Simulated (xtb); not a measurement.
# CH4BBrOS (SMILES COB(S)Br): GFN2-xTB (hydrogen mass 1 u, md dump 20 fs, md temperature 500 K, md time 0.2 ps)

Wanted: molecular dynamics of CH4BBrOS. 

Program for the calculation: xtb 6.7.1.

2 further runs of the same task are left out: 1 that didn't finish, 1 set aside as unsound or not needed.

## 1. Starting point

The species is CH4BBrOS (9 atoms), meant as a singlet with charge 0. SMILES: `COB(S)Br`. The shape was relaxed beforehand at GFN2-xTB. This is one conformer, not always the lowest. The run starts from this shape.

Bond lengths: C1–O2 1.412 Å, O2–B3 1.323 Å, B3–S4 1.824 Å, B3–Br5 1.895 Å, C1–H6 1.092 Å, C1–H7 1.089 Å, C1–H8 1.092 Å, S4–H9 1.327 Å. Some angles: C1–O2–B3 126.8°, O2–B3–S4 122.9°, O2–B3–Br5 115.2°, S4–B3–Br5 121.8°, O2–C1–H6 110.3°, O2–C1–H7 107.3°, O2–C1–H8 110.3°, B3–S4–H9 98.0°, H6–C1–H7 110.1°, H6–C1–H8 108.8°.

## 2. Molecular dynamics at GFN2-xTB (hydrogen mass 1 u, md dump 20 fs, md temperature 500 K, md time 0.2 ps)

Input file .CHRG:

```
0
```

Input file .UHF:

```
0
```

Input file input.inp:

```
$md
   temp=500
   time=0.2
   step=0.25
   dump=20
   hmass=1
   shake=0
   nvt=false
$end
```

Input file mol.coord:

```
$coord
      0.992767619572      0.297839734502      2.631273553190  c
     -0.814490856975      1.179037923677      0.878344702726  o
     -1.131227852723      0.387696211728     -1.471170685282  b
      0.805571349667     -2.084386812723     -2.891677813164  s
     -3.758230624872      2.007588343019     -3.287424258183  br
      0.727279996323     -1.719083855572      2.980853988985  h
      0.721043900112      1.358032782201      4.373430964744  h
      2.901315416399      0.603162784458      1.906733659747  h
     -0.276788185474     -2.117419225382     -5.152489456882  h
$end
```

Launch:

```
$ xtb mol.coord --input input.inp --md | tee mol.out
```

Q: Predict the results. Wanted: potential energy of the last frame.

**Answer.** As computed:

At GFN2-xTB (hydrogen mass 1 u, md dump 20 fs, md temperature 500 K, md time 0.2 ps):

```
                          quantity         value
potential energy of the last frame  -16.87612 Eh
```
